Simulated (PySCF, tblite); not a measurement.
# C8H11OP: geometry, infrared bands and NMR shifts

Wanted: the infrared bands and NMR shifts of C8H11OP (`COc1cpcc(C)c1C`), by calculation.

Programs: tblite 0.8.0 and PySCF 2.14.0, with density-fitted response routines of our own. Each step states its level of theory. These are calculated values for one molecule in the gas phase, unless marked as measured. Atoms count from 0, in the outputs and in this text.

## Step 1: The starting structure

21 atoms, charge 0, multiplicity 1; geometry from: force field or distance geometry start.

Bonds of the start (Å): C0–O1 1.43, O1–C2 1.39, C2–C3 1.38, C3–P4 1.73, P4–C5 1.76, C5–C6 1.37, C6–C7 1.50, C6–C8 1.37, C8–C9 1.51, C8–C2 1.37, C0–H10 1.13, C0–H11 1.12, C0–H12 1.12, C3–H13 1.08, C5–H14 1.10, C7–H15 1.09, C7–H16 1.11, C7–H17 1.11, C9–H18 1.09, C9–H19 1.12, C9–H20 1.11.

## Step 2: Geometry optimisation with GFN2-xTB

What the job is given:

```
{"job": {"kind": "relax", "xc": "GFN2-xTB", "basis": "xTB"}, "charge": 0, "multiplicity": 1}
C      3.235300    -0.721500    -0.234200
O      1.831700    -0.951100    -0.135900
C      0.935700     0.104600    -0.066400
C      1.467200     1.377700    -0.133300
P      0.330000     2.679400    -0.046700
C     -1.313400     2.070100     0.073500
C     -1.433300     0.704600     0.097300
C     -2.837300     0.183900     0.217300
C     -0.393000    -0.192300     0.034400
C     -0.780100    -1.648500     0.082600
H      3.492000    -0.383200    -1.278100
H      3.791700    -1.687900    -0.104600
H      3.603000     0.008400     0.529500
H      2.529300     1.575200    -0.209300
H     -2.182700     2.737900     0.136100
H     -2.908400    -0.901200     0.118900
H     -3.225700     0.510100     1.204600
H     -3.495500     0.668500    -0.536300
H      0.087200    -2.305800     0.065200
H     -1.380800    -1.928200    -0.816000
H     -1.361800    -1.883600     1.001000
```

Command:

```console
OMP_NUM_THREADS=1 python probes_run.py task.json out
```

One launch serves the whole session: the jobs run in the order shown.

**Question.** This job is followed by: GFN2-xTB harmonic vibrations, gas phase; GIAO PBE0/pcSseg-1 NMR shielding, non-relativistic, gas phase. What will the session give for the following? strongest single infrared mode (GFN2-xTB); zero-point energy (GFN2-xTB); 13C shifts against TMS (PBE0/pcSseg-1); 1H shifts against TMS (PBE0/pcSseg-1, means over atoms taken as alike); 17O shifts against H2O (PBE0/pcSseg-1); 31P shifts against H3PO4 (PBE0/pcSseg-1); surface potential, 1st and 99th percentile.

The runs gave:

| quantity | value |
| --- | --- |
| strongest single infrared mode (GFN2-xTB) | 1119 cm⁻¹, 122 km/mol |
| zero-point energy (GFN2-xTB) | 105.6 kcal/mol |
| 13C shifts against TMS (PBE0/pcSseg-1) | 165.8, 157.4, 150.1, 134.2, 134.2, 55.6, 27.7, 14.6 ppm |
| 1H shifts against TMS (PBE0/pcSseg-1, means over atoms taken as alike) | 8.58, 7.94, 4.08, 2.48, 2.41 ppm |
| 17O shifts against H2O (PBE0/pcSseg-1) | 117.1 ppm |
| 31P shifts against H3PO4 (PBE0/pcSseg-1) | 214.2 ppm |
| surface potential, 1st and 99th percentile | -0.89 V and 0.97 V |

What this shows: Relaxing lowered the energy by 0.750 eV in 136 steps; the close pair that moved most is C2–C8, from 1.365 to 1.408 Å. No mode is imaginary among the 57: a minimum at this level. Unscaled tight-binding wavenumbers are off by several per cent, some by more. Its intensities can rank the bands wrongly. At PBE0/pcSseg-1: Shielding is most anisotropic at P4 (span 664 ppm, paramagnetic term -865 ppm). NICS(1)zz of -24 ppm above the planar ring from C2 marks a diatropic (aromatic) ring current. By nearest atom (PBE0/pcSseg-1), the HOMO sits on P4 23 %; C8 23 % and the LUMO on P4 41 %; C8 18 %.
